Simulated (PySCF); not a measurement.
# AsBH8OSi: the cost of one run

The runs use PySCF 2.14.0, with density-fitted response routines of our own; the level of theory stands in each step. All values are computed, except where a source is named. Atoms count from 0, in the outputs and in this text.

## 1. The starting structure

12 atoms, charge 0, multiplicity 1; geometry from: GFN2-xTB. The atoms were then displaced at random by about 0.01 Å, so the start is not that level's minimum.

Bonds of the start (Å): Si0–O1 1.60, O1–B2 1.30, Si0–H4 1.49, Si0–H5 1.45, Si0–H6 1.48, B2–H7 1.20, B2–H8 1.15, As3–H9 1.48, As3–H10 1.46, As3–H11 1.49.

## 2. Geometry optimisation at PBE0-D3(BJ)/def2-SVP

Job settings and geometry (Å):

```
{"job": {"xc": "PBE0", "basis": "def2-SVP", "d3": "d3bj", "grid": 1, "shake": 0.01, "kind": "geom"}, "charge": 0, "multiplicity": 1}
Si    -1.916850     0.390690     0.204600
O     -1.130890    -0.543100    -0.824570
B     -0.228650    -1.441190    -1.087630
As     1.866660     0.654050     1.077200
H     -3.333140     0.186420    -0.197350
H     -1.711290     0.072540     1.605740
H     -1.430070     1.759090    -0.101280
H      0.409350    -1.943220    -0.197920
H      0.000220    -1.723060    -2.181490
H      1.786180     0.680920    -0.400350
H      3.135430    -0.073020     1.021350
H      2.592760     1.951620     1.072670
```

Run with:

```bash
OMP_NUM_THREADS=1 python probes_run.py task.json out
```

This one command runs all jobs of the session in turn.

Q: Estimate the wall time and peak memory of this first job on 1 thread of Arm Neoverse V1, shared host.

About 2.6 min, with a peak of 0.49 GiB.
